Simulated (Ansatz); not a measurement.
# ClF2H3W: the cost of one run

Method: RKS PBE0/def2-SVP, in Ansatz 0.2.0.

## Step 1: The starting structure

Bond lengths: W1–F2 1.850 Å, W1–Cl3 2.390 Å, W1–H4 1.720 Å, W1–F5 1.850 Å, W1–H6 1.720 Å, W1–H7 1.720 Å. Angles (14 of 15 angles, heavy atoms first): F2–W1–Cl3 90.0°, F2–W1–F5 90.0°, Cl3–W1–F5 180.0°, F2–W1–H4 90.0°, F2–W1–H6 90.0°, F2–W1–H7 180.0°, Cl3–W1–H4 90.0°, Cl3–W1–H6 90.0°, Cl3–W1–H7 90.0°, H4–W1–F5 90.0°, F5–W1–H6 90.0°, F5–W1–H7 90.0°, H4–W1–H6 180.0°, H4–W1–H7 90.0°.

As a file:

```xyz
7

W     0.0000    0.0000    0.0000
F     0.0000    0.0000    1.8500
Cl    2.3900    0.0000    0.0000
H     0.0000    1.7200    0.0000
F    -1.8500    0.0000    0.0000
H     0.0000   -1.7200    0.0000
H     0.0000    0.0000   -1.7200
```

## Step 2: Preparing the start

Contents of input.yaml:

```yaml
crystal:
  periodic: [false, false, false]
  atoms:
    - { symbol: W, position_ang: [0.0, 0.0, 0.0] }
    - { symbol: F, position_ang: [0.0, 0.0, 1.85] }
    - { symbol: Cl, position_ang: [2.39, 0.0, 0.0] }
    - { symbol: H, position_ang: [0.0, 1.72, 0.0] }
    - { symbol: F, position_ang: [-1.85, 0.0, 0.0] }
    - { symbol: H, position_ang: [0.0, -1.72, 0.0] }
    - { symbol: H, position_ang: [0.0, 0.0, -1.72] }
basis:
  gaussian: { orbitals: def2-SVP }
hamiltonian:
  xc: pbe0
relax:
  f_tol: 0.02
  max_steps: 40
```

Launch:

```
$ ansatz run input.yaml --threads 1 --pin off --max-ram 2048MiB --backend cpu --events-out ev --progress --plain --runs-dir out
```

Q: Estimate wall time and peak memory on 1 thread of Arm Neoverse V1, shared host.

About 61 s, with a peak of 0.19 GiB.
